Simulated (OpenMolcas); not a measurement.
# Cr⁴⁺ with 6 ligands (water): CASSCF and CASPT2 levels and susceptibility

Which state of Cr⁴⁺ lies lowest among these ligands, how large is the field, and what χT follows?

Program: OpenMolcas 26.06. Level of theory: state-averaged CASSCF and CASPT2, spin-orbit coupling by RASSI with atomic mean-field integrals. These are calculated values, not measurements, unless marked.

## (1) What is computed

| Quantity | Value |
| --- | --- |
| Species | Cr⁴⁺ (chromium, Z = 24, 20 electrons) |
| Basis | ANO-RCC-VDZP [5s4p2d1f], 178 functions with the ligands |
| Scalar Hamiltonian | DKH2, point nucleus |
| Inactive shells | 1s 2s 2p 3s 3p of the metal, and all ligand shells |
| Active space | 2 electrons in 5 orbitals (3d) |
| Some configurations of this space | 3d2 |
| Orbitals | optimised for each spin and parity, averaged over all roots |

The outer shells:

3d2
```
3d [↑ ][↑ ][  ][  ][  ]
```

Cr⁴⁺ is taken with 6 ligands (water) in trigonal antiprism coordination (D3d) at 1.91 Å, a polar angle of 56.6° against the regular 54.74°. Ligand basis ANO-RCC-VDZP. The distances are assumed, not relaxed.

```xyz
19

Cr    0.0000    0.0000    0.0000
O     0.0000    1.5945    1.0515
H    -0.7797    2.0762    1.3692
H     0.7797    2.0762    1.3692
O    -1.3809   -0.7972    1.0515
H    -2.1879   -0.3628    1.3692
H    -1.4081   -1.7134    1.3692
O     1.3809   -0.7972    1.0515
H     2.1879   -0.3628    1.3692
H     1.4081   -1.7134    1.3692
O     0.0000   -1.5945   -1.0515
H    -0.7797   -2.0762   -1.3692
H     0.7797   -2.0762   -1.3692
O     1.3809    0.7972   -1.0515
H     1.4081    1.7134   -1.3692
H     2.1879    0.3628   -1.3692
O    -1.3809    0.7972   -1.0515
H    -1.4081    1.7134   -1.3692
H    -2.1879    0.3628   -1.3692
```

Each step is its own input file, run in one work folder so that later steps find the files of earlier ones. Labels, J, g values, rates, χT and fits are worked out afterwards by a script from the matrices that RASSI stores.

## (2) GATEWAY and SEWARD: basis and integrals

a.inp

```
&GATEWAY
Coord
19

Cr 0.0 0.0 0.0
O 0.000000 1.594497 1.051512
H -0.779741 2.076167 1.369156
H 0.779741 2.076167 1.369156
O -1.380875 -0.797249 1.051512
H -2.187884 -0.362809 1.369156
H -1.408143 -1.713360 1.369156
O 1.380875 -0.797249 1.051512
H 2.187884 -0.362809 1.369156
H 1.408143 -1.713360 1.369156
O 0.000000 -1.594497 -1.051512
H -0.779741 -2.076167 -1.369156
H 0.779741 -2.076167 -1.369156
O 1.380875 0.797249 -1.051512
H 1.408143 1.713360 -1.369156
H 2.187884 0.362809 -1.369156
O -1.380875 0.797249 -1.051512
H -1.408143 1.713360 -1.369156
H -2.187884 0.362809 -1.369156
Basis=Cr.ANO-RCC-VDZP,H.ANO-RCC-VDZP,O.ANO-RCC-VDZP
Group=XYZ
NoMove
AngMom=0.0 0.0 0.0
AMFI
RICD
&SEWARD
```

Launch:

```
> OMP_NUM_THREADS=1 MOLCAS_MEM=2457 MOLCAS_PROJECT=a pymolcas a.inp > a.log
```

## (3) CASSCF: triplets of even parity, 10 roots

a.inp

```
&RASSCF
FileOrb=start.orb
Symmetry=1
Spin=3
nActEl=2 0 0
Inactive=18 21
Ras2=5 0
CIRoot=10 10 1
SDav=10
CIMx=300
Iter=150 100
PrWF=0.3
OrbListing=Nothing
MaxOrb=0
LevShft=1.0
>>> COPY $Project.JobIph JOB001
```

start.orb holds start orbitals that the driver prepared beforehand, or those of the step before.

## (4) Reference wave functions, singlets of even parity, 15 roots

a.inp

```
&RASSCF
FileOrb=start.orb
Symmetry=1
Spin=1
nActEl=2 0 0
Inactive=18 21
Ras2=5 0
CIRoot=15 15 1
SDav=15
CIMx=300
Iter=150 100
PrWF=0.3
OrbListing=Nothing
MaxOrb=0
LevShft=1.0
>>> COPY $Project.JobIph JOB002
```

## (5) RASSI: spin-orbit coupling between the states

a.inp

```
&RASSI
NrOfJobIphs=2 10 15
1 2 3 4 5 6 7 8 9 10
1 2 3 4 5 6 7 8 9 10 11 12 13 14 15
IphNames
JOB001
JOB002
EJob
SpinOrbit
DIPRint=1.0
SOCoupling=1000.0
Subsets=2
Property=9
'ANGMOM' 1 'ANGMOM' 2 'ANGMOM' 3 'MLTPL  1' 1 'MLTPL  1' 2 'MLTPL  1' 3
'AMFI' 1 'AMFI' 2 'AMFI' 3
SOProperty=3
'ANGMOM' 1 'ANGMOM' 2 'ANGMOM' 3
```

## (6) CASPT2: IPEA 0.25, imaginary shift 0.1 (closed shells correlated: 3s 3p of the metal, with ligand shells; the Frozen line counts the rest)

a.inp

```
>>> COPY JOB001 $Project.JobIph
&CASPT2
Multistate=10 1 2 3 4 5 6 7 8 9 10
NoMult
Frozen=5 6
IPEA=0.25
Imaginary=0.1
MaxIter=60
WThr=0.0 0.3 0.05
PrWF=0.5
NoMix
>>> COPY JOB002 $Project.JobIph
&CASPT2
Multistate=15 1 2 3 4 5 6 7 8 9 10 11 12 13 14 15
NoMult
Frozen=5 6
IPEA=0.25
Imaginary=0.1
MaxIter=60
WThr=0.0 0.3 0.05
PrWF=0.5
NoMix
```

## (7) CASPT2: IPEA 0.5, imaginary shift 0.1 (closed shells correlated: 3s 3p of the metal, with ligand shells; the Frozen line counts the rest)

Edit a.inp of step 6 so:

```diff
@@ -5,3 +5,3 @@
 Frozen=5 6
-IPEA=0.25
+IPEA=0.5
 Imaginary=0.1
@@ -16,3 +16,3 @@
 Frozen=5 6
-IPEA=0.25
+IPEA=0.5
 Imaginary=0.1
```

(Steps that only read results are left out.)

Before running it: what results should come out? Wanted: spin-free ground state; first state of the same spin within the active space; lowest level; next level.

As calculated:

| quantity | value |
| --- | --- |
| method | SS-CASPT2, IPEA 0.25, imaginary shift 0.1 (closed shells correlated: 3s 3p of the metal, with ligand shells; the Frozen line counts the rest) |
| spin-free ground state | triplet, 1-fold in its orbital part |
| first state of the same spin within the active space | triplet at 5870 cm⁻¹ |
| lowest level | 1-fold |
| next level | 4.7 cm⁻¹ |
| χT at 300 K | 0.96 cm³ K/mol |
| effective moment at 300 K | 2.77 μB |

Cost by method:

```
                                              method  time of its own steps  time with the reference
                                           A. CASSCF                   32 s                     32 s
B. SS-CASPT2, IPEA 0.25, imaginary shift 0.1, +3s 3p                2.8 min                  3.3 min
 C. SS-CASPT2, IPEA 0.5, imaginary shift 0.1, +3s 3p                2.8 min                  3.3 min
```

Times are of one thread on a shared host.

What this shows: The spin-free ground state (triplet) is 1-fold and keeps the highest spin of the shell. χT at 300 K is 0.96, against 1.00 cm³ K/mol for the spin alone; near agreement at one temperature doesn't show that the orbital moment is quenched. CASPT2 does not keep the components of a term degenerate, and the means are used. The bonds are covalent and no ligand orbital is active, so the numbers are rough.
